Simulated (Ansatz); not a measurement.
# Ca: an axial (c/a) deformation path

The task here is to estimate one member of a computed series from the others.

The COD cell was measured well above room temperature, so it is larger than a cold one.

Program: Ansatz 0.2.0. Level of theory: DFT PBEsol, scalar-relativistic, plane waves, PAW. These are calculated values, not measurements.

### Starting point

Symmetry: P6_3/mmc, No. 194, hexagonal system. The conventional cell has a = 3.980 Å, b = 3.980 Å, c = 6.520 Å, α = 90.00°, β = 90.00°, γ = 120.00°. Ca (site symmetry -6m2) is surrounded by 12 Ca at 3.98 to 3.99 Å.

As a file:

```
Ca
1.0
     3.98000    0.00000    0.00000
    -1.99000    3.44678    0.00000
     0.00000    0.00000    6.52000
Ca
2
Direct
  0.33333 0.66667 0.25000
  0.66667 0.33333 0.75000
```

The cell is taken as given, not relaxed at this level.

The first run:

input.yaml

```yaml
crystal:
  lattice:
    - [3.9799995206, 0.0, 0.0]
    - [-1.9899997603, 3.4467806919, 0.0]
    - [0.0, 0.0, 6.52]
  atoms:
    - { symbol: Ca, position: [0.3333333333, 0.6666666667, 0.25] }
    - { symbol: Ca, position: [0.6666666667, 0.3333333333, 0.75] }
basis:
  ecutwfc: 420
kpoints:
  mp_grid: { grid: [18, 18, 8] }
hamiltonian:
  xc: pbesol
scf:
  occupations: { method: gaussian, width: 0.15 }
output:
  forces: true
  stress: true
  eigenvalues: true
```

Command:

```bash
$ ansatz run input.yaml --threads 1 --pin off --max-ram 2560MiB --backend cpu --events-out ev --progress --plain --runs-dir out
```

Among the steps run: Zero of the scan; At ρ = 0.850; Point ρ = 1.200; Point ρ = 0.920; ρ = 1.100; ρ = 0.960; ρ = 1.050; At ρ = 0.800; Point ρ = 1.300.

One of the session's tables, all rows but one given; the rest of the session is left out.

The scan, with free energies counted from the undisturbed cell:

```
    ρ  ΔE (meV/atom)  pressure (GPa)
0.800           97.5            -1.0
0.850              ?               ?
0.920           16.3            -1.3
0.960            4.5            -1.4
1.000            0.0            -1.4
1.050            5.5            -1.4
1.100           23.1            -1.4
1.200           91.1            -0.9
1.300          190.5            -0.2
```

Q: Estimate the row for ρ = 0.850 from the others.

Worked estimate for «ΔE (meV/atom)». A straight line through the neighbours (0.800, 97.5) and (0.920, 16.3) gives 97.5 + (16.3 − 97.5) × (0.850 − 0.800) / (0.920 − 0.800) = 63.7; a parabola fitted to 3 rows on both sides gives 55.3.

As computed: ΔE (meV/atom): 55.2; pressure (GPa): -1.1. In «ΔE (meV/atom)» the line misses by +8.5 and the parabola by +0.1.
